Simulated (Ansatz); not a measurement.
# FH₃HfO₃: one species, many methods

One table from this session's results is given with a row withheld; the runs are named, their logs left out.

The runs use Ansatz 0.2.0, Gaussian basis; functionals in def2-TZVPP, the program's frozen cores in correlated methods.

Levels to be run: LDA (SPW92), PBE-D4, revPBE-D4, BLYP-D4, r2SCAN-D4, B97M-V, PBE0-D4, B3LYP-D4, r2SCANh-D4, r2SCAN0-D4, HSE06-D4, BHLYP-D4, CAM-B3LYP-D4, LC-ωPBE, ωB97X-V, ωB97M-V, B2PLYP, PBE-QIDH; CCSD(T)/def2-SVP; CCSD(T)/def2-TZVPP; MP2/def2-QZVPP; extrapolation to the limit; RPA on PBE.

## Structure used throughout

All runs share one geometry, relaxed beforehand with PBE0-D4 in a triple-zeta def2 set. Hf takes the def2 core potential; no spin-orbit term is included.

SMILES `[OH][Hf]([OH])([OH])[F]`, 8 atoms, charge 0, spin multiplicity 1.

Atoms are counted from 1 here; the program's logs count them from 0.

Bond lengths: O1–Hf2 1.923 Å, O1–H6 0.951 Å, Hf2–O3 1.923 Å, Hf2–O4 1.923 Å, Hf2–F5 1.923 Å, O3–H7 0.951 Å, O4–H8 0.951 Å. Angles: Hf2–O1–H6 161.5°, O1–Hf2–O3 110.5°, O1–Hf2–O4 110.5°, O1–Hf2–F5 108.4°, O3–Hf2–O4 110.5°, O3–Hf2–F5 108.4°, O4–Hf2–F5 108.4°, Hf2–O3–H7 161.5°, Hf2–O4–H8 161.5°.

Set-up of the first run:

in.yaml reads:

```yaml
crystal:
  periodic: [false, false, false]
  atoms:
    - {symbol: O, position_ang: [-1.097425, 1.332870, 0.637697]}
    - {symbol: Hf, position_ang: [0.077494, 0.153352, -0.325132]}
    - {symbol: O, position_ang: [1.724267, -0.092027, 0.637525]}
    - {symbol: O, position_ang: [-0.777735, -1.539881, -0.641920]}
    - {symbol: F, position_ang: [0.482590, 0.955739, -2.025412]}
    - {symbol: H, position_ang: [-1.435557, 1.926445, 1.299056]}
    - {symbol: H, position_ang: [2.457479, -0.506113, 1.079107]}
    - {symbol: H, position_ang: [-1.431114, -2.230385, -0.660922]}
basis:
  gaussian: {orbitals: def2-TZVPP}
hamiltonian: {xc: lda}
output: {orbitals: {seedname: orbitals}}
```

Command:

```sh
ansatz run in.yaml --threads 4 --pin off --events-out ev --progress --plain --max-ram 10444MiB
```

Steps of the session up to this table: LDA; PBE-D4 (GGA); revPBE-D4 (GGA); BLYP-D4 (GGA); r2SCAN-D4 (meta-GGA); B97M-V (meta-GGA); B3LYP-D4 (hybrid); r2SCANh-D4 (hybrid); r2SCAN0-D4 (hybrid); HSE06-D4 (hybrid); BHLYP-D4 (hybrid); CAM-B3LYP-D4 (range-separated); LC-ωPBE (range-separated); ωB97X-V (range-separated); ωB97M-V (range-separated); B2PLYP (double hybrid); PBE-QIDH (double hybrid).

One table of the session follows, with a row left open; its other results are not shown here.

It belongs to the step «Orbital energies across the functionals». 

```
  functional  HOMO (eV)  gap (eV)
 LDA (SPW92)      -7.52      6.49
      PBE-D4      -7.28      6.42
   revPBE-D4      -7.20      6.41
     BLYP-D4      -7.19      6.27
   r2SCAN-D4          ?         ?
      B97M-V      -7.73      6.95
     PBE0-D4      -8.99      8.84
    B3LYP-D4      -8.72      8.22
  r2SCANh-D4      -8.31      8.24
  r2SCAN0-D4      -9.28      9.49
    HSE06-D4      -8.58      8.08
    BHLYP-D4     -10.65     10.96
CAM-B3LYP-D4     -10.50     10.96
     LC-ωPBE     -11.87     13.51
     ωB97X-V     -11.50     12.96
     ωB97M-V     -11.44     12.41
```

Q: Estimate the row for r2SCAN-D4 from the others.

Worked estimate for «HOMO (eV)». Against the share of exact exchange, r2SCANh-D4 (0.1, -8.31), r2SCAN0-D4 (0.25, -9.28) give a slope of -6.47 per unit share; at 0 the line stands at -7.66.

**Answer.** HOMO (eV): -7.67; gap (eV): 7.40. In «HOMO (eV)» the line misses by +0.01.
